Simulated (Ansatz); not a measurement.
**CHGe (doublet): the correlation ladder, cc-pVDZ**

How much of the correlation energy of CHGe (doublet) does each wave-function method recover here?

Program: Ansatz 0.2.0, Gaussian basis. Level of theory: cc-pVDZ, core rule «outside noble gas», up to 15 orbitals frozen. These are calculated values, not measurements.

To be run: UHF; CCSD(T) on ROHF; CCSD(T) on UHF; BCCD(T) on ROHF; CISD; CCSDT(Q) on ROHF; CCSDT(Q) on UHF; CCSDTQ on ROHF; CCSDTQ on UHF; CASSCF and MRCISD+Q, 9 electrons in 9 orbitals; CASSCF and NEVPT2, 9 electrons in 9 orbitals.

5 further runs of the same task are left out: 5 set aside as unsound or not needed.

## Step 1: The system

The geometry is a PBE0/def2-TZVP stationary point (not a proven minimum) of the parent state, kept for this charge and spin. No spin-orbit coupling is included. The filled d shell of Ge may be among the frozen orbitals whatever the setting's name suggests; the logs give the count.

3 atoms, charge 0, spin multiplicity 2.

Atoms are counted from 1 here; the program's logs count them from 0.

Bond lengths: Ge1–C2 1.947 Å, Ge1–H3 1.603 Å. Angles: C2–Ge1–H3 96.1°.

## Step 2: UHF

Input file in.yaml:

```yaml
crystal:
  periodic: [false, false, false]
  atoms:
    - {symbol: Ge, position_ang: [0.000000, -0.030607, 0.269863]}
    - {symbol: C, position_ang: [0.000000, 0.054648, -1.674902]}
    - {symbol: H, position_ang: [0.000000, 1.554553, 0.509831]}
basis:
  gaussian: {orbitals: cc-pVDZ}
magnetization: {spin_polarized: true, initial_magnetization: 1}
hamiltonian: {xc: hf}
output: {orbitals: {seedname: orbitals}}
```

Command:

```bash
$ ansatz run in.yaml --threads 1 --pin off --events-out ev --progress --plain --max-ram 4096MiB --backend cpu
```

After this run come: CCSD(T) on ROHF; CCSD(T) on UHF; BCCD(T) on ROHF; CISD; CCSDT(Q) on ROHF; CCSDT(Q) on UHF; CCSDTQ on ROHF; CCSDTQ on UHF; CASSCF and MRCISD+Q, 9 electrons in 9 orbitals; CASSCF and NEVPT2, 9 electrons in 9 orbitals.

Before running them: what should the planned runs give, taken together? Wanted: UCCSDTQ below the RHF energy; RMP2 from UCCSDTQ; UMP2 from UCCSDTQ; RCCSD from UCCSDTQ; RCCSD(T) from UCCSDTQ; UCCSD(T) from UCCSDTQ; RCCSDT(Q) from UCCSDTQ; UCCSDT(Q) from UCCSDTQ; NEVPT2 valence from UCCSDTQ.

The runs gave:

| quantity | value |
| --- | --- |
| UCCSDTQ below the RHF energy | -5.9757 eV |
| RMP2 from UCCSDTQ | +176.9 kJ/mol |
| UMP2 from UCCSDTQ | +180.2 kJ/mol |
| RCCSD from UCCSDTQ | +50.7 kJ/mol |
| RCCSD(T) from UCCSDTQ | +10.5 kJ/mol |
| UCCSD(T) from UCCSDTQ | +17.2 kJ/mol |
| RCCSDT(Q) from UCCSDTQ | -1.9 kJ/mol |
| UCCSDT(Q) from UCCSDTQ | -2.7 kJ/mol |
| NEVPT2 valence from UCCSDTQ | +71.4 kJ/mol |
| MRCISD+Q valence from UCCSDTQ | +0.8 kJ/mol |
| levels within 1 kcal/mol (43 meV) | RCCSDT(Q), UCCSDT(Q), RCCSDTQ, MRCISD+Q valence |
| T1 diagnostic | 0.098 |
| effectively unpaired electrons | 1.39 |

What this shows: RCCSD(T) misses by +10.5 kJ/mol, 1.8 % of the correlation energy. CCSD(T) misses by +10.5 kJ/mol on the restricted determinant and by +17.2 kJ/mol on the unrestricted one; the two need not hold the same state or core. The occupations show some static correlation. Of the multireference levels listed MRCISD+Q valence comes nearest in total energy (+0.8 kJ/mol), which doesn't show that its space is the better one. Coupled cluster took another determinant than the lowest Hartree-Fock one. These misses are within one basis, not against nature; the frozen cores of restricted and unrestricted runs differ, which can shift their rows.
